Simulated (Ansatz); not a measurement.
# Li+ with Br2: interaction against distance, part 2 of 3

Ansatz 0.2.0, Gaussian basis.

## Step 8: B moved by +0.31 Å, wB97M-V/def2-TZVPPD

File ab/in.yaml:

```yaml
crystal:
  periodic: [false, false, false]
  atoms:
    - {symbol: Li, position_ang: [-0.114450, -0.142432, -1.513612]}
    - {symbol: Br, position_ang: [-0.634189, -0.789776, 1.200086]}
    - {symbol: Br, position_ang: [0.794740, 0.989583, 0.923235]}
basis:
  gaussian: {orbitals: "def2-TZVPPD.json"}
total_charge: 1
hamiltonian: {xc: {name: wB97M-V}}
```

File a/in.yaml:

```yaml
crystal:
  periodic: [false, false, false]
  atoms:
    - {symbol: Li, position_ang: [-0.114450, -0.142432, -1.513612]}
basis:
  gaussian:
    orbitals: "def2-TZVPPD.json"
    ghost_atoms:
      - {symbol: Br, position_ang: [-0.634189, -0.789776, 1.200086]}
      - {symbol: Br, position_ang: [0.794740, 0.989583, 0.923235]}
total_charge: 1
hamiltonian: {xc: {name: wB97M-V}}
```

File b/in.yaml:

```yaml
crystal:
  periodic: [false, false, false]
  atoms:
    - {symbol: Br, position_ang: [-0.634189, -0.789776, 1.200086]}
    - {symbol: Br, position_ang: [0.794740, 0.989583, 0.923235]}
basis:
  gaussian:
    orbitals: "def2-TZVPPD.json"
    ghost_atoms:
      - {symbol: Li, position_ang: [-0.114450, -0.142432, -1.513612]}
hamiltonian: {xc: {name: wB97M-V}}
```

Each run has its own folder and the same command.

Command:

```console
$ ansatz run in.yaml --threads 2 --pin off --events-out ev --progress --plain --max-ram 5222MiB
```

Log of ab, cut to the lines that bear on the results:

```text
Functional definition: wB97M-V
  name "wB97M-V"
  cite "Mardirossian & Head-Gordon, J. Chem. Phys. 144, 214110 (2016) doi:10.1063/1.4952647"
  cite "Becke, J. Chem. Phys. 107, 8554 (1997) doi:10.1063/1.475007"
  cite "Vydrov & Van Voorhis, J. Chem. Phys. 133, 244103 (2010) doi:10.1063/1.3521275"
  # Of w^i u^j: cxij and so on, Table III.
[...]
  gx(w, u) = 1 - cx + cx01*u + cx10*w
[...]
1054 factors; their error is unknown
225 factors; integrals over basis functions are off by at most 5.0e-5 eV
[...]
mean field -140283.32689414 eV, -5155.3171759053 hartree, gradient 4.4e-5 eV, S^2 0.000000; 0 other end points of the search recorded, 0 dependent functions left out
reference -140283.32694961 eV, -5155.3171779439 hartree; 36, 36 occupied and 100, 100 virtual orbitals, 1054 factors
Total energy: -140283.32694961 eV, -5155.3171779439 hartree
```

a printed, cut to the lines that bear on the results:

```text
[... 5 set-up lines as earlier in the session ...]
  # Of w^i u^j: cxij and so on, Table III.
[...]
  gx(w, u) = 1 - cx + cx01*u + cx10*w
[...]
      + integral(e_c_pw_mod_opposite_spin*gos(b97_w_opposite, b97_u_opposite)) + vv10(b, c)
984 factors; their error is unknown
200 factors; integrals over basis functions are off by at most 4.5e-5 eV
[...]
mean field -197.98654799 eV, -7.2758714386 hartree, gradient 1.1e-6 eV, S^2 0.000000; 0 other end points of the search recorded, 0 dependent functions left out
reference -197.98655522 eV, -7.2758717044 hartree; 1, 1 occupied and 135, 135 virtual orbitals, 984 factors
Total energy: -197.98655522 eV, -7.2758717044 hartree
```

Log of b, cut to the lines that bear on the results:

```text
[... 5 set-up lines as earlier in the session ...]
  # Of w^i u^j: cxij and so on, Table III.
[...]
  gx(w, u) = 1 - cx + cx01*u + cx10*w
[...]
1004 factors; their error is unknown
199 factors; integrals over basis functions are off by at most 1.5e-4 eV
[...]
mean field -140084.63784565 eV, -5148.0154880497 hartree, gradient 1.2e-5 eV, S^2 0.000000; 0 other end points of the search recorded, 0 dependent functions left out
reference -140084.63791036 eV, -5148.0154904278 hartree; 35, 35 occupied and 101, 101 virtual orbitals, 1004 factors
Total energy: -140084.63791036 eV, -5148.0154904278 hartree
```

Times: 9.5 s (ab), 2.1 s (a), 8.5 s (b) on 2 threads of Arm Neoverse V2, shared host; peak memory 0.46 GiB.

Interaction: -67.78 kJ/mol.

## Step 9: B moved by +0.31 Å, CCSD(T)/def2-TZVPPD

The same edit goes into each in.yaml of step 8 (ab, a, b):

```diff
-hamiltonian: {xc: {name: wB97M-V}}
+correlation: {method: ccsd_t}
```

Each run has its own folder and the same command.

Command:

```console
$ ansatz run in.yaml --threads 2 --pin off --events-out ev --progress --plain --max-ram 5222MiB
```

Log of ab, cut to the lines that bear on the results:

```text
[... 4 set-up lines as earlier in the session ...]
[...]
906 factors; integrals over basis functions are off by at most 1.2e-3 eV
[...]
mean field -140195.26264766 eV, -5152.0808745393 hartree, gradient 2.0e-6 eV, S^2 0.000000; 0 other end points of the search recorded, 0 dependent functions left out
18 core orbitals not correlated: weight in the atoms' cores, before any rotation towards them, 1.000 or more for the frozen orbitals, at most 0.000 for the correlated occupied ones
reference -140195.26264766 eV, -5152.0808745393 hartree; 18, 18 occupied and 100, 100 virtual orbitals, 906 factors
second order -15.85420282 eV of doubles, -0.00000000 eV of singles
cycle   1  -15.87390541 eV  change   -2.0e-2 eV  update   6.9e-2
[...]
cycle   9  -16.26605652 eV  change   -8.6e-6 eV  update   3.1e-5
perturbative correction -0.54506809 eV, -0.0200308828 hartree
Total energy: -140212.07377227 eV, -5152.6986719738 hartree
```

a printed, cut to the lines that bear on the results:

```text
[... 4 set-up lines as earlier in the session ...]
[...]
826 factors; integrals over basis functions are off by at most 1.2e-3 eV
[...]
mean field -196.91181745 eV, -7.2363758198 hartree, gradient 1.2e-6 eV, S^2 0.000000; 0 other end points of the search recorded, 0 dependent functions left out
reference -196.91181745 eV, -7.2363758198 hartree; 1, 1 occupied and 135, 135 virtual orbitals, 826 factors
second order -0.81622605 eV of doubles, -0.00000000 eV of singles
cycle   1  -0.91673151 eV  change   -1.0e-1 eV  update   6.4e-3
[...]
cycle   5  -0.93269654 eV  change   -6.1e-7 eV  update   7.4e-7
perturbative correction -0.00000000 eV, -0.0000000000 hartree
Total energy: -197.84451399 eV, -7.2706517854 hartree
```

Log of b, cut to the lines that bear on the results:

```text
[... 4 set-up lines as earlier in the session ...]
[...]
844 factors; integrals over basis functions are off by at most 7.8e-4 eV
[...]
mean field -139997.74383103 eV, -5144.8221919112 hartree, gradient 3.2e-6 eV, S^2 0.000000; 0 other end points of the search recorded, 0 dependent functions left out
18 core orbitals not correlated: weight in the atoms' cores, before any rotation towards them, 1.000 or more for the frozen orbitals, at most 0.000 for the correlated occupied ones
reference -139997.74383103 eV, -5144.8221919112 hartree; 17, 17 occupied and 101, 101 virtual orbitals, 844 factors
second order -14.99371651 eV of doubles, -0.00000000 eV of singles
cycle   1  -14.92826362 eV  change    6.5e-2 eV  update   6.8e-2
[...]
cycle   8  -15.30153922 eV  change   -3.7e-5 eV  update   2.1e-5
perturbative correction -0.53825480 eV, -0.0197804992 hartree
Total energy: -140013.58362505 eV, -5145.4042936050 hartree
```

They took 10 s (ab), 1.4 s (a), 8.5 s (b) on 2 threads of Arm Neoverse V2, shared host; peak memory 0.61 GiB.

This point gives -62.29 kJ/mol.

## Step 10: B moved by +0.64 Å, wB97M-V/def2-TZVPPD

File ab/in.yaml:

```yaml
crystal:
  periodic: [false, false, false]
  atoms:
    - {symbol: Li, position_ang: [-0.114450, -0.142432, -1.513612]}
    - {symbol: Br, position_ang: [-0.609217, -0.758699, 1.530345]}
    - {symbol: Br, position_ang: [0.819713, 1.020661, 1.253494]}
basis:
  gaussian: {orbitals: "def2-TZVPPD.json"}
total_charge: 1
hamiltonian: {xc: {name: wB97M-V}}
```

File a/in.yaml:

```yaml
crystal:
  periodic: [false, false, false]
  atoms:
    - {symbol: Li, position_ang: [-0.114450, -0.142432, -1.513612]}
basis:
  gaussian:
    orbitals: "def2-TZVPPD.json"
    ghost_atoms:
      - {symbol: Br, position_ang: [-0.609217, -0.758699, 1.530345]}
      - {symbol: Br, position_ang: [0.819713, 1.020661, 1.253494]}
total_charge: 1
hamiltonian: {xc: {name: wB97M-V}}
```

File b/in.yaml:

```yaml
crystal:
  periodic: [false, false, false]
  atoms:
    - {symbol: Br, position_ang: [-0.609217, -0.758699, 1.530345]}
    - {symbol: Br, position_ang: [0.819713, 1.020661, 1.253494]}
basis:
  gaussian:
    orbitals: "def2-TZVPPD.json"
    ghost_atoms:
      - {symbol: Li, position_ang: [-0.114450, -0.142432, -1.513612]}
hamiltonian: {xc: {name: wB97M-V}}
```

One command serves all of them, each in its own folder.

Command:

```console
$ ansatz run in.yaml --threads 2 --pin off --events-out ev --progress --plain --max-ram 5222MiB
```

ab printed, cut to the lines that bear on the results:

```text
[... 5 set-up lines as earlier in the session ...]
  # Of w^i u^j: cxij and so on, Table III.
[...]
  gx(w, u) = 1 - cx + cx01*u + cx10*w
[...]
1054 factors; their error is unknown
225 factors; integrals over basis functions are off by at most 6.0e-5 eV
[...]
mean field -140283.18485936 eV, -5155.3119562235 hartree, gradient 2.4e-5 eV, S^2 0.000000; 0 other end points of the search recorded, 0 dependent functions left out
reference -140283.18491779 eV, -5155.3119583707 hartree; 36, 36 occupied and 100, 100 virtual orbitals, 1054 factors
Total energy: -140283.18491779 eV, -5155.3119583707 hartree
```

a printed, cut to the lines that bear on the results:

```text
[... 5 set-up lines as earlier in the session ...]
  # Of w^i u^j: cxij and so on, Table III.
[...]
  gx(w, u) = 1 - cx + cx01*u + cx10*w
[...]
      + integral(e_c_pw_mod_opposite_spin*gos(b97_w_opposite, b97_u_opposite)) + vv10(b, c)
984 factors; their error is unknown
200 factors; integrals over basis functions are off by at most 5.5e-5 eV
[...]
mean field -197.98650081 eV, -7.2758697048 hartree, gradient 1.0e-6 eV, S^2 0.000000; 0 other end points of the search recorded, 0 dependent functions left out
reference -197.98650814 eV, -7.2758699741 hartree; 1, 1 occupied and 135, 135 virtual orbitals, 984 factors
Total energy: -197.98650814 eV, -7.2758699741 hartree
```

b printed, cut to the lines that bear on the results:

```text
[... 5 set-up lines as earlier in the session ...]
  # Of w^i u^j: cxij and so on, Table III.
[...]
  gx(w, u) = 1 - cx + cx01*u + cx10*w
[...]
1004 factors; their error is unknown
199 factors; integrals over basis functions are off by at most 1.9e-4 eV
[...]
mean field -140084.63728724 eV, -5148.0154675287 hartree, gradient 1.6e-5 eV, S^2 0.000000; 0 other end points of the search recorded, 0 dependent functions left out
reference -140084.63735184 eV, -5148.0154699026 hartree; 35, 35 occupied and 101, 101 virtual orbitals, 1004 factors
Total energy: -140084.63735184 eV, -5148.0154699026 hartree
```

Times: 8.5 s (ab), 1.9 s (a), 8 s (b) on 2 threads of Arm Neoverse V2, shared host; peak memory 0.46 GiB.

This point gives -54.13 kJ/mol.

## Step 11: B moved by +0.64 Å, CCSD(T)/def2-TZVPPD

The same edit goes into each in.yaml of step 10 (ab, a, b):

```diff
-hamiltonian: {xc: {name: wB97M-V}}
+correlation: {method: ccsd_t}
```

Each run has its own folder and the same command.

Command:

```console
$ ansatz run in.yaml --threads 2 --pin off --events-out ev --progress --plain --max-ram 5222MiB
```

Output in ab, cut to the lines that bear on the results:

```text
[... 4 set-up lines as earlier in the session ...]
[...]
907 factors; integrals over basis functions are off by at most 6.3e-4 eV
[...]
mean field -140195.14813161 eV, -5152.0766661523 hartree, gradient 2.2e-6 eV, S^2 0.000000; 0 other end points of the search recorded, 0 dependent functions left out
18 core orbitals not correlated: weight in the atoms' cores, before any rotation towards them, 1.000 or more for the frozen orbitals, at most 0.000 for the correlated occupied ones
reference -140195.14813161 eV, -5152.0766661523 hartree; 18, 18 occupied and 100, 100 virtual orbitals, 907 factors
second order -15.83960561 eV of doubles, -0.00000000 eV of singles
cycle   1  -15.86100914 eV  change   -2.1e-2 eV  update   6.9e-2
[...]
cycle   9  -16.25306919 eV  change   -1.5e-5 eV  update   3.6e-5
perturbative correction -0.54406621 eV, -0.0199940645 hartree
Total energy: -140211.94526701 eV, -5152.6939494927 hartree
```

a printed, cut to the lines that bear on the results:

```text
[... 4 set-up lines as earlier in the session ...]
[...]
827 factors; integrals over basis functions are off by at most 6.2e-4 eV
[...]
mean field -196.91180913 eV, -7.2363755139 hartree, gradient 1.2e-6 eV, S^2 0.000000; 0 other end points of the search recorded, 0 dependent functions left out
reference -196.91180913 eV, -7.2363755139 hartree; 1, 1 occupied and 135, 135 virtual orbitals, 827 factors
second order -0.81580820 eV of doubles, -0.00000000 eV of singles
cycle   1  -0.91623288 eV  change   -1.0e-1 eV  update   6.4e-3
[...]
cycle   5  -0.93217583 eV  change   -6.0e-7 eV  update   7.3e-7
perturbative correction 0.00000000 eV, 0.0000000000 hartree
Total energy: -197.84398497 eV, -7.2706323440 hartree
```

Log of b, cut to the lines that bear on the results:

```text
[... 4 set-up lines as earlier in the session ...]
[...]
844 factors; integrals over basis functions are off by at most 9.7e-4 eV
[...]
mean field -139997.74311750 eV, -5144.8221656897 hartree, gradient 3.0e-6 eV, S^2 0.000000; 0 other end points of the search recorded, 0 dependent functions left out
18 core orbitals not correlated: weight in the atoms' cores, before any rotation towards them, 1.000 or more for the frozen orbitals, at most 0.000 for the correlated occupied ones
reference -139997.74311750 eV, -5144.8221656897 hartree; 17, 17 occupied and 101, 101 virtual orbitals, 844 factors
second order -14.98786633 eV of doubles, -0.00000000 eV of singles
cycle   1  -14.92292806 eV  change    6.5e-2 eV  update   6.8e-2
[...]
cycle   8  -15.29610116 eV  change   -3.7e-5 eV  update   2.1e-5
perturbative correction -0.53751450 eV, -0.0197532934 hartree
Total energy: -140013.57673316 eV, -5145.4040403327 hartree
```

They took 10 s (ab), 1.4 s (a), 8.5 s (b) on 2 threads of Arm Neoverse V2, shared host; peak memory 0.6 GiB.

This point gives -50.61 kJ/mol.

## Step 12: B moved by +1.28 Å, wB97M-V/def2-TZVPPD

File ab/in.yaml:

```yaml
crystal:
  periodic: [false, false, false]
  atoms:
    - {symbol: Li, position_ang: [-0.114450, -0.142432, -1.513612]}
    - {symbol: Br, position_ang: [-0.561193, -0.698934, 2.165459]}
    - {symbol: Br, position_ang: [0.867736, 1.080425, 1.888608]}
basis:
  gaussian: {orbitals: "def2-TZVPPD.json"}
total_charge: 1
hamiltonian: {xc: {name: wB97M-V}}
```

File a/in.yaml:

```yaml
crystal:
  periodic: [false, false, false]
  atoms:
    - {symbol: Li, position_ang: [-0.114450, -0.142432, -1.513612]}
basis:
  gaussian:
    orbitals: "def2-TZVPPD.json"
    ghost_atoms:
      - {symbol: Br, position_ang: [-0.561193, -0.698934, 2.165459]}
      - {symbol: Br, position_ang: [0.867736, 1.080425, 1.888608]}
total_charge: 1
hamiltonian: {xc: {name: wB97M-V}}
```

File b/in.yaml:

```yaml
crystal:
  periodic: [false, false, false]
  atoms:
    - {symbol: Br, position_ang: [-0.561193, -0.698934, 2.165459]}
    - {symbol: Br, position_ang: [0.867736, 1.080425, 1.888608]}
basis:
  gaussian:
    orbitals: "def2-TZVPPD.json"
    ghost_atoms:
      - {symbol: Li, position_ang: [-0.114450, -0.142432, -1.513612]}
hamiltonian: {xc: {name: wB97M-V}}
```

The same command starts each run, in its folder.

Command:

```console
$ ansatz run in.yaml --threads 2 --pin off --events-out ev --progress --plain --max-ram 5222MiB
```

Output in ab, cut to the lines that bear on the results:

```text
[... 5 set-up lines as earlier in the session ...]
  # Of w^i u^j: cxij and so on, Table III.
[...]
  gx(w, u) = 1 - cx + cx01*u + cx10*w
[...]
1054 factors; their error is unknown
227 factors; integrals over basis functions are off by at most 7.2e-5 eV
[...]
mean field -140282.94594549 eV, -5155.3031763007 hartree, gradient 2.2e-5 eV, S^2 0.000000; 0 other end points of the search recorded, 0 dependent functions left out
reference -140282.94600572 eV, -5155.3031785141 hartree; 36, 36 occupied and 100, 100 virtual orbitals, 1054 factors
Total energy: -140282.94600572 eV, -5155.3031785141 hartree
```

Log of a, cut to the lines that bear on the results:

```text
[... 5 set-up lines as earlier in the session ...]
  # Of w^i u^j: cxij and so on, Table III.
[...]
  gx(w, u) = 1 - cx + cx01*u + cx10*w
[...]
      + integral(e_c_pw_mod_opposite_spin*gos(b97_w_opposite, b97_u_opposite)) + vv10(b, c)
984 factors; their error is unknown
200 factors; integrals over basis functions are off by at most 7.0e-5 eV
[...]
mean field -197.98615820 eV, -7.2758571139 hartree, gradient 8.6e-7 eV, S^2 0.000000; 0 other end points of the search recorded, 0 dependent functions left out
reference -197.98616621 eV, -7.2758574085 hartree; 1, 1 occupied and 135, 135 virtual orbitals, 984 factors
Total energy: -197.98616621 eV, -7.2758574085 hartree
```

Output in b, cut to the lines that bear on the results:

```text
[... 5 set-up lines as earlier in the session ...]
  # Of w^i u^j: cxij and so on, Table III.
[...]
  gx(w, u) = 1 - cx + cx01*u + cx10*w
[...]
1004 factors; their error is unknown
200 factors; integrals over basis functions are off by at most 2.5e-4 eV
[...]
mean field -140084.63650243 eV, -5148.0154386874 hartree, gradient 9.1e-6 eV, S^2 0.000000; 0 other end points of the search recorded, 0 dependent functions left out
reference -140084.63656462 eV, -5148.0154409727 hartree; 35, 35 occupied and 101, 101 virtual orbitals, 1004 factors
Total energy: -140084.63656462 eV, -5148.0154409727 hartree
```

Times: 9.5 s (ab), 2 s (a), 9 s (b) on 2 threads of Arm Neoverse V2, shared host; peak memory 0.45 GiB.

This point gives -31.19 kJ/mol.

## Step 13: B moved by +1.28 Å, CCSD(T)/def2-TZVPPD

Each input of step 12 (ab, a, b) changes in the same lines:

```diff
-hamiltonian: {xc: {name: wB97M-V}}
+correlation: {method: ccsd_t}
```

Each run has its own folder and the same command.

Command:

```console
$ ansatz run in.yaml --threads 2 --pin off --events-out ev --progress --plain --max-ram 5222MiB
```

Log of ab, cut to the lines that bear on the results:

```text
[... 4 set-up lines as earlier in the session ...]
[...]
907 factors; integrals over basis functions are off by at most 7.6e-4 eV
[...]
mean field -140194.94574838 eV, -5152.0692287056 hartree, gradient 2.5e-6 eV, S^2 0.000000; 0 other end points of the search recorded, 0 dependent functions left out
18 core orbitals not correlated: weight in the atoms' cores, before any rotation towards them, 1.000 or more for the frozen orbitals, at most 0.000 for the correlated occupied ones
reference -140194.94574838 eV, -5152.0692287056 hartree; 18, 18 occupied and 100, 100 virtual orbitals, 907 factors
second order -15.81498857 eV of doubles, -0.00000000 eV of singles
cycle   1  -15.84180978 eV  change   -2.7e-2 eV  update   6.9e-2
[...]
cycle   9  -16.23265648 eV  change   -2.5e-5 eV  update   4.0e-5
perturbative correction -0.54061974 eV, -0.0198674090 hartree
Total energy: -140211.71902459 eV, -5152.6856352372 hartree
```

Log of a, cut to the lines that bear on the results:

```text
[... 4 set-up lines as earlier in the session ...]
[...]
827 factors; integrals over basis functions are off by at most 7.6e-4 eV
[...]
mean field -196.91178309 eV, -7.2363745569 hartree, gradient 1.1e-6 eV, S^2 0.000000; 0 other end points of the search recorded, 0 dependent functions left out
reference -196.91178309 eV, -7.2363745569 hartree; 1, 1 occupied and 135, 135 virtual orbitals, 827 factors
second order -0.81530011 eV of doubles, -0.00000000 eV of singles
cycle   1  -0.91558577 eV  change   -1.0e-1 eV  update   6.4e-3
[...]
cycle   5  -0.93149118 eV  change   -5.9e-7 eV  update   7.2e-7
perturbative correction -0.00000000 eV, -0.0000000000 hartree
Total energy: -197.84327427 eV, -7.2706062265 hartree
```

Log of b, cut to the lines that bear on the results:

```text
[... 4 set-up lines as earlier in the session ...]
[...]
844 factors; integrals over basis functions are off by at most 9.5e-4 eV
[...]
mean field -139997.74231225 eV, -5144.8221360974 hartree, gradient 3.0e-6 eV, S^2 0.000000; 0 other end points of the search recorded, 0 dependent functions left out
18 core orbitals not correlated: weight in the atoms' cores, before any rotation towards them, 1.000 or more for the frozen orbitals, at most 0.000 for the correlated occupied ones
reference -139997.74231225 eV, -5144.8221360974 hartree; 17, 17 occupied and 101, 101 virtual orbitals, 844 factors
second order -14.97958806 eV of doubles, -0.00000000 eV of singles
cycle   1  -14.91536115 eV  change    6.4e-2 eV  update   6.8e-2
[...]
cycle   8  -15.28839988 eV  change   -3.6e-5 eV  update   2.1e-5
perturbative correction -0.53647101 eV, -0.0197149460 hartree
Total energy: -140013.56718314 eV, -5145.4036893760 hartree
```

Wall times: 11 s (ab), 1.6 s (a), 9.5 s (b) on 2 threads of Arm Neoverse V2, shared host; peak memory 0.6 GiB.

This point gives -29.77 kJ/mol.

(Part 2 of 3 ends here.)
